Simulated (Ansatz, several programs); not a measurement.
An ordered 6-atom cell of LaAl2N3 on the rocksalt lattice (I4/mmm), relaxed with r2SCAN in Ansatz (plane waves, PAW): it is tetragonal, I4/mmm (No. 139); conventional cell a = 3.452 Å, c = 12.865 Å, 12.77 Å³ an atom. La has 6 N at 2.36–2.44 Å; N has 1 Al at 1.85 Å and 1 La at 2.36 Å; Al has 2 N at 1.85–2.22 Å; N has 2 Al at 2.22 Å and 4 La at 2.44 Å. The cell was then scaled with its shape and fractional coordinates held, which makes it stiffer than a relaxed compression. Computed, not measured; no magnetism was allowed, and whether the structure is a known phase isn't checked.

```tsv
V (Å³/atom)	E (meV/atom)
12.005	27.39
12.388	6.49
12.771	0.00
13.538	22.29
```

(1) Pass a cubic E = c₀ + c₁u + c₂u² + c₃u³, with u = V − 12.675 Å³, through these points.

(2) Where is the minimum, and what bulk modulus follows?

(3) Predict the energy and the pressure at the withheld volume, 13.154 Å³.

## Answers

(1) c₀ = 0.38, c₁ = -8.161, c₂ = 44.000, c₃ = -5.9438 (meV and Å³).

(2) dE/du = 0 at u = +0.095, so V₀ = 12.77 Å³. B = V₀ d²E/dV² = 12.77 × (2c₂ + 6c₃u) = 12.77 × 84.628 = 1081 meV/Å³, and 1 meV/Å³ is 0.16022 GPa: 173 GPa. A third-order Birch-Murnaghan fit to all five points gives 12.77 Å³ and 172 GPa.

(3) With u = +0.479: E ≈ 5.91 meV and P = −dE/dV ≈ -4.79 GPa. The run gives 5.86 meV and, from its stress, -4.78 GPa.
